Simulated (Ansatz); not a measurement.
**C2H7BO2Se: up Jacob's ladder to CCSD(T)**

Aim: compute C2H7BO2Se with functionals from several rungs and with coupled cluster, and see how far each lands from CCSD(T) at the basis-set limit for the atomisation energy.

Method: functionals in def2-TZVPP, the program's frozen cores in correlated methods; program: Ansatz 0.2.0, Gaussian basis.

The runs, in order: PBE-D4, r2SCAN-D4, PBE0-D4, B3LYP-D4, ωB97X-V, ωB97M-V, B2PLYP; CCSD(T)/def2-TZVPP; MP2/def2-QZVPP; extrapolation to the limit.

## (1) The geometry

All runs share one geometry, relaxed beforehand with PBE0-D4 in a triple-zeta def2 set.

SMILES `CC[Se]B(O)O`, 13 atoms, charge 0, spin multiplicity 1.

Atoms are counted from 1 here; the program's logs count them from 0.

Bond lengths: C1–C2 1.512 Å, C1–H7 1.093 Å, C1–H8 1.092 Å, C1–H9 1.092 Å, C2–Se3 1.964 Å, C2–H10 1.089 Å, C2–H11 1.089 Å, Se3–B4 1.959 Å, B4–O5 1.365 Å, B4–O6 1.359 Å, O5–H12 0.959 Å, O6–H13 0.963 Å. Angles: C2–C1–H7 110.0°, C2–C1–H8 111.5°, C2–C1–H9 111.5°, H7–C1–H8 107.9°, H7–C1–H9 107.9°, H8–C1–H9 108.0°, C1–C2–Se3 110.1°, C1–C2–H10 111.9°, C1–C2–H11 111.9°, Se3–C2–H10 107.1°, Se3–C2–H11 107.1°, H10–C2–H11 108.4°, C2–Se3–B4 98.8°, Se3–B4–O5 121.6°, Se3–B4–O6 119.3°, O5–B4–O6 119.1°, B4–O5–H12 114.7°, B4–O6–H13 111.6°.

Coordinates:

```xyz
13
C2H7BO2Se
C    -1.2666    2.0081    0.4190
C    -0.3569    0.9575   -0.1766
Se   -0.3176   -0.6322    0.9765
B     0.9093   -1.7378   -0.0761
O     1.2680   -2.9918    0.3270
O     1.4173   -1.2474   -1.2369
H    -1.2876    2.8929   -0.2231
H    -0.9237    2.3198    1.4081
H    -2.2905    1.6410    0.5178
H    -0.6981    0.6331   -1.1583
H     0.6683    1.3121   -0.2690
H     0.8734   -3.2748    1.1537
H     2.0045   -1.8805   -1.6621
```

## (2) PBE-D4 (GGA)

Input file in.yaml:

```yaml
crystal:
  periodic: [false, false, false]
  atoms:
    - {symbol: C, position_ang: [-1.266559, 2.008106, 0.419034]}
    - {symbol: C, position_ang: [-0.356860, 0.957461, -0.176620]}
    - {symbol: Se, position_ang: [-0.317589, -0.632161, 0.976536]}
    - {symbol: B, position_ang: [0.909307, -1.737788, -0.076122]}
    - {symbol: O, position_ang: [1.267999, -2.991787, 0.326982]}
    - {symbol: O, position_ang: [1.417327, -1.247396, -1.236869]}
    - {symbol: H, position_ang: [-1.287582, 2.892852, -0.223125]}
    - {symbol: H, position_ang: [-0.923719, 2.319790, 1.408115]}
    - {symbol: H, position_ang: [-2.290491, 1.641020, 0.517792]}
    - {symbol: H, position_ang: [-0.698090, 0.633107, -1.158308]}
    - {symbol: H, position_ang: [0.668344, 1.312117, -0.268997]}
    - {symbol: H, position_ang: [0.873374, -3.274790, 1.153654]}
    - {symbol: H, position_ang: [2.004548, -1.880522, -1.662063]}
basis:
  gaussian: {orbitals: def2-TZVPP}
hamiltonian: {xc: pbe, dispersion: d4}
output: {forces: true, orbitals: {seedname: orbitals}}
```

On the command line:

```bash
$ ansatz run in.yaml --threads 2 --pin off --events-out ev --progress --plain --max-ram 22528MiB --backend cuda --devices 0, --max-vram 18GiB
```

After this run come: r2SCAN-D4 (meta-GGA); PBE0-D4 (hybrid); B3LYP-D4 (hybrid); ωB97X-V (range-separated); ωB97M-V (range-separated); B2PLYP (double hybrid); CCSD(T) in def2-TZVPP; MP2 in def2-QZVPP.

Q: Predict the results of all the runs planned. Wanted: atomisation energy, CCSD(T)/CBS; farthest; mean size of error, hybrid; mean size of error, range-separated; gap, smallest and largest; T1 diagnostic; triples share of the correlation energy.

**Answer**, as computed:

| quantity | value |
| --- | --- |
| atomisation energy, CCSD(T)/CBS | 1239.0 kcal/mol |
| functionals within 12.4 kcal/mol (1.0 %) | r2SCAN-D4, PBE0-D4, B3LYP-D4, ωB97X-V, ωB97M-V |
| farthest | PBE-D4 (+25.7 kcal/mol) |
| mean size of error, hybrid | 2.7 kcal/mol |
| mean size of error, range-separated | 1.0 kcal/mol |
| gap, smallest and largest | 4.68 eV (PBE-D4), 11.03 eV (ωB97X-V) |
| T1 diagnostic | 0.0107 |
| triples share of the correlation energy | 3.7 % |

**Reading.** PBE-D4 is off by +25.7 kcal/mol. Double hybrids carry the basis error of their MP2 part in triple zeta, and no dispersion term here, so their miss is partly the set-up's. Misses under about 12.4 kcal/mol are within the doubt on the reference itself, which lacks core-valence correlation, relativity and higher excitations, and its outer-core shells are covered unevenly. All levels share the lack of spin-orbit coupling, which lowers the free heavy atoms and so the true binding. Hartree-Fock recovers 73 % of the binding; the rest is correlation. Orbital gaps span 4.7 to 11.0 eV; exact exchange widens them. Correlated methods include outer-core shells of Se, which these sets cover unevenly.
